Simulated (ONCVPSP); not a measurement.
# Pseudopotential generation for Er: ONCV, LDA (Perdew-Wang 92)

Task: generate the file, and judge it by its errors in other configurations, its logarithmic derivatives, its ghosts and its cutoff.

Method: ONCVPSP 4.0.1, LDA (Perdew-Wang 92), scalar-relativistic.

### 1 The design

Typed settings, in words:

```json
{"element": "erbium (Er, Z = 68)", "type": "optimised norm-conserving Vanderbilt (ONCV)", "frozen core": "[Kr] 4d10", "valence charge": "22", "reference configuration": "4f11 5s2 5p6 5d1 6s2", "partial waves": "5s+6s: rc 2.00 bohr, ncon 4, nbas 9, qcut 6.5 1/bohr, 2 projectors; 5p: rc 1.75 bohr, ncon 4, nbas 8, qcut 8 1/bohr, 3 projectors, debl 3 Ha; 5d: rc 3.15 bohr, ncon 4, nbas 9, qcut 5.5 1/bohr, 2 projectors, debl 3.2 Ha; 4f: rc 1.10 bohr, ncon 3, nbas 8, qcut 14 1/bohr, 2 projectors, debl 0.3 Ha", "local potential": "polynomial inside 1.10 bohr (lpopt 5, dvloc0 0 Ha)", "core correction": "not asked for"}
```

The outer shells as boxes (Hund's rule for the drawing; the calculation is spin-unpolarised):

```
[Kr] core
4d [↑↓][↑↓][↑↓][↑↓][↑↓]
4f [↑↓][↑↓][↑↓][↑↓][↑ ][↑ ][↑ ]
5s [↑↓]
5p [↑↓][↑↓][↑↓]
5d [↑ ][  ][  ][  ][  ]
6s [↑↓]
```

### 2 Generating the potential

Contents of Er.dat:

```
# ATOM AND REFERENCE CONFIGURATION
# atsym  z   nc   nv     iexc    psfile
  Er 68.00    9    5  -001012      upf
#
#   n    l    f
    1    0    2.00
    2    0    2.00
    2    1    6.00
    3    0    2.00
    3    1    6.00
    3    2   10.00
    4    0    2.00
    4    1    6.00
    4    2   10.00
    4    3   11.00
    5    0    2.00
    5    1    6.00
    5    2    1.00
    6    0    2.00
#
# PSEUDOPOTENTIAL AND OPTIMIZATION
# lmax
    3
#
#   l,   rc,      ep,       ncon, nbas, qcut
    0    2.00    0.00    4    9    6.50
    1    1.75    0.00    4    8    8.00
    2    3.15    0.00    4    9    5.50
    3    1.10    0.00    3    8   14.00
#
# LOCAL POTENTIAL
# lloc, lpopt,  rc(5),   dvloc0
    4    5    1.10    0.00
#
# VANDERBILT-KLEINMAN-BYLANDER PROJECTORs
# l, nproj, debl
    0    2    3.20
    1    3    3.00
    2    2    3.20
    3    2    0.30
#
# MODEL CORE CHARGE
# icmod, fcfact, rcfact
    0    0.00    0.00
#
# LOG DERIVATIVE ANALYSIS
# epsh1, epsh2, depsh
   -4.00    5.00    0.02
#
# OUTPUT GRID
# rlmax, drl
    6.00    0.01
#
# TEST CONFIGURATIONS
# ncnf
    4
# nvcnf
#   n    l    f
    5
    4    3   12.00
    5    0    2.00
    5    1    6.00
    5    2    0.00
    6    0    2.00
#
    5
    4    3   12.00
    5    0    2.00
    5    1    6.00
    5    2    0.00
    6    0    1.00
#
    5
    4    3   12.00
    5    0    2.00
    5    1    6.00
    5    2    0.00
    6    0    0.00
#
    5
    4    3   12.00
    5    0    2.00
    5    1    6.00
    5    2    1.00
    6    0    1.00
#
```

Command:

```console
$ oncvpsp.x < Er.dat > Er.out
```

What does the calculation give? Wanted: cutoffs for 1 and 0.1 mHa per electron, occupied waves; bound ghosts; GHOST(+) flags; largest test error; largest phase difference near zero energy, channels read; projector energies reset by the program.

The runs gave:

```
                                                quantity                              value
  cutoffs for 1 and 0.1 mHa per electron, occupied waves                   90 Ha and 111 Ha
                                            bound ghosts                     s at -17.15 eV
                                          GHOST(+) flags           p at 384 eV, d at 102 eV
                            largest test error (AE − PS)  -46 meV, for 4f12 5s2 5p6 5d1 6s1
largest phase difference near zero energy, channels read                          0.002 rad
                 projector energies reset by the program                f: -0.356, 0.250 Ha
```

In words: A bound ghost (s) makes it unfit for use: electrons can fall into a state that the atom doesn't have. By total energies transferability is fair: the largest error is 46 meV on 1.9 eV, for 4f12 5s2 5p6 5d1 6s1. The potential is very hard: the looser tolerance needs 90 Ha. At the looser tolerance the 4f wave is the slowest; 5p needs 21 Ha. Near zero energy the phases of the channels with partial waves agree within 0.002 rad. The pseudo curves have a pole with no partner nearby in the atom's: s at -0.62 Ha. The program also flags highly localised states, GHOST(+) (p, d). All of this concerns the isolated atom, not yet a solid.
